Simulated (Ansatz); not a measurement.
# TiN: the cost of one run

Method: DFT PBE, scalar-relativistic, plane waves, PAW, in Ansatz 0.2.0.

2 further runs of the same task are left out: 2 set aside as unsound or not needed.

## (1) The starting structure

It takes space group Fm-3m (No. 225, cubic). The conventional cell has a = 4.247 Å, b = 4.247 Å, c = 4.247 Å, α = 90.00°, β = 90.00°, γ = 90.00°. Around Ti (site symmetry m-3m) lie 6 N at 2.12 Å. Around N (site symmetry m-3m) lie 6 Ti at 2.12 Å.

Structure file:

```
Ti N
1.0
     0.00000    2.12337    2.12337
     2.12337    0.00000    2.12337
     2.12337    2.12337    0.00000
Ti N
1 1
Direct
  0.00000 0.00000 0.00000
  0.50000 0.50000 0.50000
```

It is the result of an earlier relaxation at this level (volume 9.57 Å³/atom; gap on the mesh: none (metal)).

## (2) Electronic structure at the relaxed geometry

The input, input.yaml:

```yaml
crystal:
  lattice:
    - [0.0, 2.1233653582, 2.1233653582]
    - [2.1233653582, 0.0, 2.1233653582]
    - [2.1233653582, 2.1233653582, 0.0]
  atoms:
    - { symbol: Ti, position: [0.0, 0.0, 0.0] }
    - { symbol: "N", position: [0.5, 0.5, 0.5] }
basis:
  ecutwfc: 420
kpoints:
  mp_grid: { grid: [18, 18, 18] }
  band_path:
    path:
      - [[0.0, 0.0, 0.0], [0.5, 0.0, 0.5], [0.625, 0.25, 0.625]]
      - [[0.375, 0.375, 0.75], [0.0, 0.0, 0.0], [0.5, 0.5, 0.5], [0.5, 0.25, 0.75], [0.5, 0.0, 0.5]]
    npoints: 14
hamiltonian:
  xc: pbe
scf:
  occupations: { method: gaussian, width: 0.1 }
  n_extra_bands: 6
output:
  forces: true
  stress: true
  eigenvalues: true
  populations: true
  dos: { projected: true, de: 0.02, nscf_kmesh: { grid: [27, 27, 27] } }
  bader: true
  write_density: true
  write_potential: true
  elf: true
  volumetric_format: npy
```

Command:

```
$ ansatz run input.yaml --threads 1 --pin off --max-ram 2560MiB --backend cpu --events-out ev --progress --plain --runs-dir out
```

What time and memory should one allow on 1 thread of Arm Neoverse V2, shared host?

About 21 s, with a peak of 0.35 GiB.
